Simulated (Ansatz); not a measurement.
What does this script print? It uses the Ansatz DFT code, driven from Python.

Script `deck_bh8nssi2.py`:
```python
"""BH8NSSi2 through the session interface."""

import ansatz as az

deck = {
    "crystal": {
        "periodic": [False, False, False],
        "atoms": [
            {"symbol": "B", "position_ang": [-1.0836, 2.2435, 0.6034]},
            {"symbol": "Si", "position_ang": [-0.2585, 0.5746, 0.338]},
            {"symbol": "N", "position_ang": [1.4659, 0.7667, 0.6316]},
            {"symbol": "S", "position_ang": [-0.505, -0.063, -1.6881]},
            {"symbol": "Si", "position_ang": [0.0203, -2.1029, -1.2863]},
            {"symbol": "H", "position_ang": [-1.9776, 2.4188, 1.4068]},
            {"symbol": "H", "position_ang": [-0.7939, 3.2161, -0.0685]},
            {"symbol": "H", "position_ang": [-0.7874, -0.3729, 1.2817]},
            {"symbol": "H", "position_ang": [1.6016, 1.1338, 1.666]},
            {"symbol": "H", "position_ang": [1.9173, -0.1906, 0.6536]},
            {"symbol": "H", "position_ang": [-0.1866, -2.9137, -2.4534]},
            {"symbol": "H", "position_ang": [-0.7822, -2.6375, -0.1615]},
            {"symbol": "H", "position_ang": [1.3901, -2.1076, -0.9086]},
        ],
    },
    "basis": {"gaussian": {"orbitals": "def2-SVP"}},
    "hamiltonian": {"xc": "pbe"},
}
session = az.Session.from_dict(deck)
r = session.plan(threads=1).execute().report

for key in ("converged", "free_energy_ev", "reference_energy_ev", "n_frozen", "n_occupied", "n_virtual"):
    print(f"{key:22s} {r[key]}")
symbols = ["B", "Si", "N", "S", "Si", "H", "H", "H", "H", "H", "H", "H", "H"]
field = r["mean_field"]
print("<S^2> =", round(abs(field["state"]["spin_squared"]), 4), " all-electron relativity setting:", field["relativity"])
print("passes:", field["passes"])
if "symmetry" in field:
    print("occupied orbitals by irrep:", field["symmetry"]["occupied"])
```

`python deck_bh8nssi2.py` gives:
```text
converged              True
free_energy_ev         -28860.94003077795
reference_energy_ev    -28860.94003077795
n_frozen               0
n_occupied             [32, 32]
n_virtual              [90, 90]
<S^2> = 0.0  all-electron relativity setting: none
passes: {'evaluations': 18, 'products': 12}
occupied orbitals by irrep: [{'A': 32}, {'A': 32}]
```

Caveats:
- Total energies depend on the basis set; only differences at equal settings carry meaning.
- The geometry is a force-field or estimated start, not a minimum of this method, and the basis set is short of its limit.
- The whole script took 3.9 s on 1 thread of Arm Neoverse V2, on a shared host, peak memory 0.2 GiB.

(Lines on the test bed's own set-up are left out of the output.)
